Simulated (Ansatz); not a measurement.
**MoS2: properties at the relaxed cell**

The task, for MoS2: measure the bulk modulus from energies at several volumes.

Program: Ansatz 0.2.0. Level of theory: DFT PBEsol, scalar-relativistic, plane waves, PAW. These are calculated values, not measurements.

## 1. Starting point

The structure is hexagonal, space group P6_3/mmc (No. 194). Conventional cell: a = 3.141 Å, b = 3.141 Å, c = 12.579 Å, α = 90.00°, β = 90.00°, γ = 120.00°. Mo (site symmetry -6m2) is surrounded by 6 S at 2.39 Å. S (site symmetry 3m) is surrounded by 3 Mo at 2.39 Å.

Coordinates:

```
CELL_PARAMETERS angstrom
3.14142 0.00000 0.00000
-1.57071 2.72055 0.00000
0.00000 0.00000 12.57898
ATOMIC_POSITIONS crystal
Mo 0.33333 0.66667 0.25000
Mo 0.66667 0.33333 0.75000
S 0.33333 0.66667 0.62606
S 0.66667 0.33333 0.12606
S 0.33333 0.66667 0.87394
S 0.66667 0.33333 0.37394
```

It is the result of an earlier relaxation at this level (volume 17.92 Å³/atom; gap on the mesh: 0.98 eV).

## 2. Point at V/V0 = 0.97

input.yaml reads:

```yaml
crystal:
  lattice:
    - [3.1096823365, 0.0, 0.0]
    - [-1.5548411683, 2.6930639011, 0.0]
    - [0.0, 0.0, 12.4519071028]
  atoms:
    - { symbol: Mo, position: [0.3333333333, 0.6666666667, 0.25] }
    - { symbol: Mo, position: [0.6666666667, 0.3333333333, 0.75] }
    - { symbol: S, position: [0.3333333333, 0.6666666667, 0.6260586372] }
    - { symbol: S, position: [0.6666666667, 0.3333333333, 0.1260586372] }
    - { symbol: S, position: [0.3333333333, 0.6666666667, 0.8739413628] }
    - { symbol: S, position: [0.6666666667, 0.3333333333, 0.3739413628] }
basis:
  ecutwfc: 420
kpoints:
  mp_grid: { grid: [12, 12, 4] }
hamiltonian:
  xc: pbesol
scf:
  occupations: { method: gaussian, width: 0.02 }
output:
  forces: true
  stress: true
  eigenvalues: true
relax:
  adjacent_minimum: "off"
  f_tol: 0.01
  max_steps: 30
  cell: { stress_tol: 0.1, fix: [volume] }
```

On the command line:

```bash
$ ansatz run input.yaml --threads 2 --pin off --max-ram 5120MiB --backend cpu --events-out ev --progress --plain --runs-dir out
```

## 3. Point at V/V0 = 1.03

input.yaml: that of step 2 with these lines changed.

```diff
@@ -2,5 +2,5 @@
   lattice:
-    - [3.1096823365, 0.0, 0.0]
-    - [-1.5548411683, 2.6930639011, 0.0]
-    - [0.0, 0.0, 12.4519071028]
+    - [3.1725211321, 0.0, 0.0]
+    - [-1.5862605661, 2.7474838945, 0.0]
+    - [0.0, 0.0, 12.7035285743]
   atoms:
```

## 4. Point at V/V0 = 0.94

input.yaml reads:

```yaml
crystal:
  lattice:
    - [3.1015867679, 0.0, 0.0]
    - [-1.550793384, 2.6860529331, 0.0]
    - [0.0, 0.0, 12.1298707842]
  atoms:
    - { symbol: Mo, position: [0.3333333333, 0.6666666667, 0.25] }
    - { symbol: Mo, position: [0.6666666667, 0.3333333333, 0.75] }
    - { symbol: S, position: [0.3333333333, 0.6666666667, 0.6227352723] }
    - { symbol: S, position: [0.6666666667, 0.3333333333, 0.1227352723] }
    - { symbol: S, position: [0.3333333333, 0.6666666667, 0.8772647277] }
    - { symbol: S, position: [0.6666666667, 0.3333333333, 0.3772647277] }
basis:
  ecutwfc: 420
kpoints:
  mp_grid: { grid: [12, 12, 4] }
hamiltonian:
  xc: pbesol
scf:
  occupations: { method: gaussian, width: 0.02 }
output:
  forces: true
  stress: true
  eigenvalues: true
relax:
  adjacent_minimum: "off"
  f_tol: 0.01
  max_steps: 30
  cell: { stress_tol: 0.1, fix: [volume] }
```

## 5. Volume × 1.06

input.yaml reads:

```yaml
crystal:
  lattice:
    - [3.175820608, 0.0, 0.0]
    - [-1.587910304, 2.7503413243, 0.0]
    - [0.0, 0.0, 13.0463832296]
  atoms:
    - { symbol: Mo, position: [0.3333333333, 0.6666666667, 0.25] }
    - { symbol: Mo, position: [0.6666666667, 0.3333333333, 0.75] }
    - { symbol: S, position: [0.3333333333, 0.6666666667, 0.629417338] }
    - { symbol: S, position: [0.6666666667, 0.3333333333, 0.129417338] }
    - { symbol: S, position: [0.3333333333, 0.6666666667, 0.870582662] }
    - { symbol: S, position: [0.6666666667, 0.3333333333, 0.370582662] }
basis:
  ecutwfc: 420
kpoints:
  mp_grid: { grid: [12, 12, 4] }
hamiltonian:
  xc: pbesol
scf:
  occupations: { method: gaussian, width: 0.02 }
output:
  forces: true
  stress: true
  eigenvalues: true
relax:
  adjacent_minimum: "off"
  f_tol: 0.01
  max_steps: 30
  cell: { stress_tol: 0.1, fix: [volume] }
```

(Steps that only read results are left out.)

Before running it: what results should come out? Wanted: equilibrium volume of the fit; bulk modulus.

The runs gave:

| quantity | value |
| --- | --- |
| equilibrium volume of the fit | 17.92 Å³/atom |
| bulk modulus | 20 GPa |
| its pressure derivative | 23.1 |

In words: The fit puts the minimum at 17.92 Å³/atom with B = 20 GPa and B' = 23.1. B' = 23.1 lies outside the usual range of about 3 to 6, so take the fit with care. The gap on the mesh goes from 0.69 eV at the smallest volume to 1.26 eV at the largest. Layers here are held mostly by dispersion, which this level lacks, so their spacing and the stiffness across them are unreliable there.
